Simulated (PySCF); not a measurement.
# C6H5ClFN: the cost of one run

Programs: PySCF 2.14.0, with routines of our own; each step states its level. All values are computed. Atoms count from 0.

## Step 1: The system as given

14 atoms, charge 0, multiplicity 1; geometry from: GFN2-xTB.

## Step 2: Magnetic properties: GIAO wB97X-D/pcSseg-1

What the job is given:

```
{"job": {"kind": "mag", "xc": "wB97X-D", "basis": "pcSseg-1", "isotopologues": 0}, "charge": 0, "multiplicity": 1}
N      3.637808    -0.983852     0.508197
C      2.689190    -0.460665     0.144987
C      1.479524     0.179320    -0.309897
C      0.274667    -0.730577    -0.096526
C     -0.490444    -0.683038     1.178559
F     -0.492583    -1.052403     2.439521
C     -1.101105    -0.125774     0.174858
C     -2.179830     0.658776    -0.415499
Cl    -1.580452     2.331064    -0.753007
H      1.589146     0.411503    -1.373704
H      1.349147     1.116190     0.238642
H      0.343508    -1.667187    -0.645444
H     -3.026647     0.756681     0.263565
H     -2.492607     0.249491    -1.376419
```

Method: GIAO wB97X-D/pcSseg-1 magnetisability, rotational g tensor and spin-rotation constants, non-relativistic, gas phase.

Started as:

```
$ OMP_NUM_THREADS=1 python excited_run.py task.json out
```

The driver reads the jobs from task.json and runs them one after another.

**Question.** How long does this first job take on 1 thread of Arm Neoverse V1, shared host, and how much memory does it need?

About 41 s, with a peak of 0.87 GiB.
